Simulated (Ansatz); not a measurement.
# Rb2YGaF6: from the start to rest

Aim: in Rb2YGaF6, a borrowed structure type, volume estimated, relax the atoms in a fixed cell, then read levels, charges and fields where it ends.

Method: DFT, r2SCAN, no spin polarisation, plane waves, PAW, in Ansatz 0.2.0.

**1. Geometry**

It takes space group Fm-3m (No. 225, cubic). Conventional cell: a = 8.920 Å, b = 8.920 Å, c = 8.920 Å, α = 90.00°, β = 90.00°, γ = 90.00°. F (site symmetry 4mm) has 1 Y at 2.18 Å and 1 Ga at 2.28 Å and 4 Rb at 3.15 Å as nearest neighbours. Ga (site symmetry m-3m) is surrounded by 6 F at 2.28 Å. Y (site symmetry m-3m) is surrounded by 6 F at 2.18 Å. Around Rb (site symmetry -43m) lie 12 F at 3.15 Å.

In its conventional cell, by symmetry (the run takes the cell typed in the input):

```cif
data_structure
_symmetry_space_group_name_H-M 'Fm-3m'
_symmetry_Int_Tables_number 225
_cell_length_a 8.9197
_cell_length_b 8.9197
_cell_length_c 8.9197
_cell_angle_alpha 90.000
_cell_angle_beta 90.000
_cell_angle_gamma 90.000
_cell_volume 709.66
loop_
_atom_site_label
_atom_site_type_symbol
_atom_site_symmetry_multiplicity
_atom_site_Wyckoff_symbol
_atom_site_fract_x
_atom_site_fract_y
_atom_site_fract_z
_atom_site_occupancy
F1 F 24 e 0.24400 0.00000 0.00000 1
Ga1 Ga 4 b 0.50000 0.00000 0.00000 1
Y1 Y 4 a 0.00000 0.00000 0.00000 1
Rb1 Rb 8 c 0.25000 0.75000 0.75000 1
```

It starts from an earlier solution of the starting cell (checkpoint.read).

**2. The walk to rest**

input.yaml reads:

```yaml
crystal:
  lattice:
    - [0.0, 4.459859, 4.459859]
    - [4.459859, 0.0, 4.459859]
    - [4.459859, 4.459859, 0.0]
  atoms:
    - { symbol: F, position: [0.756, 0.244, 0.244] }
    - { symbol: F, position: [0.244, 0.756, 0.244] }
    - { symbol: F, position: [0.244, 0.756, 0.756] }
    - { symbol: F, position: [0.756, 0.244, 0.756] }
    - { symbol: F, position: [0.244, 0.244, 0.756] }
    - { symbol: F, position: [0.756, 0.756, 0.244] }
    - { symbol: Ga, position: [0.5, 0.5, 0.5] }
    - { symbol: "Y", position: [0.0, 0.0, 0.0] }
    - { symbol: Rb, position: [0.25, 0.25, 0.25] }
    - { symbol: Rb, position: [0.75, 0.75, 0.75] }
  symmetry: { tolerance: 0.0003 }
kpoints:
  mp_grid: { grid: [5, 5, 5], shift: [0, 0, 0] }
magnetization:
  spin_polarized: false
scf:
  occupations: { method: fermi_dirac, width: 0.0805 }
  lower_state_search: "off"
hamiltonian:
  pseudopotentials: { kind: paw }
  xc: r2scan
basis:
  ecutwfc: 500
  fft_grid_basis: typed
relax:
  max_steps: 40
  f_tol: 0.03
output:
  forces: true
  stress: true
  eigenvalues: true
  bader: true
  populations: true
  elf: true
  write_potential: true
  volumetric_format: npy
  dos:
    e_range: [-12, 8]
    de: 0.05
    projected: { site_lists: { F: [F], Ga: [Ga], Rb: [Rb], "Y": ["Y"] } }
checkpoint:
  read: saved_state
```

Run with:

```console
$ ansatz run input.yaml --threads 2 --pin off --max-ram 2560MiB --backend cpu --events-out ev --progress --plain --runs-dir out
```

Q: Predict the outcome of this session. Wanted: moves; energy gained; largest move; pressure left in the fixed cell; gap; least direct gap; Bader charges.

The runs gave:

```
                            quantity                                   value
                               moves                                       2
                       energy gained                           17.2 meV/atom
                        largest move                              0.05 Å (F)
space group (0.01 Å), before / after                           Fm-3m / Fm-3m
     pressure left in the fixed cell                                 5.3 GPa
                          gap (mesh)                       3.95 eV, indirect
                    least direct gap                                 4.09 eV
                       Bader charges  F -0.85, Ga +0.96, Y +2.33, Rb +0.90 e
```

In words: In the fixed cell the largest move of an atom is 0.05 Å; the energy fell by 17.2 meV per atom. The fixed cell still holds a mean pressure of 5.3 GPa, so it would expand if let free. The run held to 48 symmetry operations, so a lower structure without them is not ruled out. The levels show a gap of 3.95 eV, with the least direct gap at 4.09 eV; within 0.7 eV of the edges the states project mainly on Ga s (61 %) and F p (24 %) below and Ga p (38 %) and Rb s (30 %) above. Gaps from semilocal functionals tend to lie below the measured ones. At the density minimum between F and Ga (2.34 Å) the ELF is 0.12 and the density 0.25 e/Å³, a closed-shell (ionic or weak) contact. By Bader's partition Y gives up most (+2.33 e) and F takes most (-0.85 e).

Caveats: the SCF threshold is loose for a stress.
